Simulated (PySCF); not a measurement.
# PmCl3(H2O): other functionals and bases at one geometry

How far do other levels of theory move the description of PmCl3(H2O), and what does each cost? The structure is generated, not taken from experiment.

Computed with PySCF 2.14.0. Level: several levels, as the steps say, no spin–orbit coupling.

1 further run of the same task is left out (for a known fault of the program).

### 1 The starting structure

7 atoms, charge 0, spin multiplicity 1.

Bond lengths: Pm1–Cl2 2.556 Å, Pm1–Cl3 2.548 Å, Pm1–Cl4 2.556 Å, Pm1–O5 2.449 Å, O5–H6 0.967 Å, O5–H7 0.967 Å. Angles: Cl2–Pm1–Cl3 118.0°, Cl2–Pm1–Cl4 120.6°, Cl2–Pm1–O5 92.5°, Cl3–Pm1–Cl4 118.0°, Cl3–Pm1–O5 103.5°, Cl4–Pm1–O5 92.5°, Pm1–O5–H6 125.2°, Pm1–O5–H7 125.2°, H6–O5–H7 107.2°.

Coordinates:

```xyz
7

Pm   -0.0325   -0.0607    0.0607
Cl    1.0805    1.9367    1.2036
Cl   -1.7640   -1.3823    1.3823
Cl    1.0805   -1.2036   -1.9367
O    -1.3894    1.3812   -1.3812
H    -1.5855    2.3126   -1.2122
H    -1.5855    1.2122   -2.3126
```

Formal oxidation states: Pm +3. Each metal's 4 4f electrons lie in its core potential, so multiplicities, spins and levels count the valence alone. An earlier session relaxed this geometry at PBE0, Pm lcecp-1-SVP with ECP50, Cl def2-SVP, O def2-SVP, H def2-SVP (singlet, point group Cs).

At PBE0 on the finer grid: E = -1490.414317 Eh, HOMO -8.38 eV, LUMO -1.47 eV, Mulliken charge on Pm1 +0.91 e, largest force component 0.021 eV/Å. 

Levels to run: PBE; B3LYP. Hardware: 2 threads of Arm Neoverse V1, shared host.

### 2 PBE

File run.py (the lines that set the calculation):

```python
mol = gto.M(atom='''
Pm    -0.03252    -0.06067     0.06067
Cl     1.08046     1.93667     1.20357
Cl    -1.76397    -1.38235     1.38235
Cl     1.08046    -1.20357    -1.93667
O     -1.38944     1.38116    -1.38116
H     -1.58550     2.31260    -1.21218
H     -1.58550     1.21218    -2.31260''',
    basis={'Pm': 'lcecp-1-SVP', 'Cl': 'def2-SVP', 'O': 'def2-SVP', 'H': 'def2-SVP'},
    ecp={'Pm': 'lcecp-1-SVP'},
    charge=0, spin=0)
mf = dft.RKS(mol, xc='PBE')
mf.grids.atom_grid = (75, 302)  # f atoms: unpruned, at least (60, 302)
mf = mf.density_fit()  # fitting sets: Pm AutoAux, Cl def2-universal-JKFIT, O def2-universal-JKFIT, H def2-universal-JKFIT
mf.conv_tol = 1e-08; mf.max_cycle = 55
mf.kernel(dm0)  # dm0: the density of the relaxed state
```

Command:

```console
> OMP_NUM_THREADS=2 python run.py
```

### 3 B3LYP

Changes to run.py (the lines that set the calculation) since step 2:

```diff
@@ -11,3 +11,3 @@
     charge=0, spin=0)
-mf = dft.RKS(mol, xc='PBE')
+mf = dft.RKS(mol, xc='B3LYP')
 mf.grids.atom_grid = (75, 302)  # f atoms: unpruned, at least (60, 302)
```

What does the calculation give? Wanted: for each run, HOMO; gap; charge on Pm1; dipole; largest force.

As calculated:

| level | state | HOMO (eV) | gap (eV) | charge on Pm1 (e) | dipole (D) | largest force (eV/Å) | basis functions | time |
| --- | --- | --- | --- | --- | --- | --- | --- | --- |
| PBE0 (relaxed here) | singlet | -8.38 | 6.90 | 0.91 | 5.69 | 0.02 | 111 | 40 s |
| PBE | singlet | -6.96 | 4.76 | 0.71 | 5.60 | 0.46 | 111 | 14 s |
| B3LYP | singlet | -8.00 | 6.24 | 0.82 | 5.66 | 0.15 | 111 | 14 s |

Times are on 2 threads of Arm Neoverse V1, shared host; the first row also made further properties.

In one basis the HOMO–LUMO gap runs from 4.76 eV (PBE) to 6.90 eV (PBE0). The largest leftover force, 0.46 eV/Å with PBE, stands at a geometry relaxed at another level. The Mulliken charge on Pm spans +0.71 to +0.91 e over the levels. With 4f in the core, its levels are missing from HOMO and gap. Total energies of different levels can't be compared. Spin–orbit coupling is left out throughout.
